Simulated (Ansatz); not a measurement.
# FH3NSn radical: how energies converge with the basis set

How large a basis does FH3NSn radical need? Two functionals are run in growing sets.

Computed with Ansatz 0.2.0, Gaussian basis. Level: one geometry, several basis sets.

Levels to be run: PBE0-D4/def2-SVP; ωB97M-V/def2-SVP; PBE0-D4/def2-QZVPP; ωB97M-V/def2-QZVPP; the functionals' def2-TZVPP values are taken from earlier runs.

## (1) Structure used throughout

An earlier PBE0-D4 in a triple-zeta def2 set relaxation fixed the geometry. Sn takes the def2 core potential; no spin-orbit term is included.

SMILES `[NH2][SnH][F]`, 6 atoms, charge 0, spin multiplicity 2.

Atoms are counted from 1 here; the program's logs count them from 0.

Bond lengths: N1–Sn2 2.034 Å, N1–H4 1.014 Å, N1–H5 1.013 Å, Sn2–F3 1.936 Å, Sn2–H6 1.745 Å. Angles: Sn2–N1–H4 112.9°, Sn2–N1–H5 116.2°, H4–N1–H5 108.3°, N1–Sn2–F3 98.4°, N1–Sn2–H6 108.0°, F3–Sn2–H6 104.2°.

## (2) PBE0-D4 in def2-SVP

Input file in.yaml:

```yaml
crystal:
  periodic: [false, false, false]
  atoms:
    - {symbol: N, position_ang: [-0.572282, 0.218575, -0.844468]}
    - {symbol: Sn, position_ang: [0.195965, -0.531838, 0.883017]}
    - {symbol: F, position_ang: [2.076089, -0.368673, 0.452629]}
    - {symbol: H, position_ang: [-0.046406, -0.061929, -1.664808]}
    - {symbol: H, position_ang: [-1.552872, 0.032098, -1.016517]}
    - {symbol: H, position_ang: [-0.058494, 0.647768, 2.143946]}
basis:
  gaussian: {orbitals: def2-SVP}
magnetization: {spin_polarized: true, initial_magnetization: 1}
hamiltonian: {xc: pbe0, dispersion: d4}
output: {orbitals: {seedname: orbitals}}
```

Command:

```sh
$ ansatz run in.yaml --threads 2 --pin off --events-out ev --progress --plain --max-ram 32768MiB --backend cpu
```

After this run come: ωB97M-V in def2-SVP; PBE0-D4 in def2-QZVPP; ωB97M-V in def2-QZVPP.

Before running them: what should the planned runs give, taken together? Wanted: PBE0-D4: double and triple zeta above quadruple; ωB97M-V: double and triple zeta above quadruple.

The runs gave:

| quantity | value |
| --- | --- |
| PBE0-D4: double and triple zeta above quadruple | 6.17, 0.33 eV |
| ωB97M-V: double and triple zeta above quadruple | 6.33, 0.32 eV |

What this shows: For PBE0-D4 the step from double to triple zeta gains 5.83 eV and the next only 0.33 eV. Total energies overstate the basis error of differences, where much of it tends to cancel.
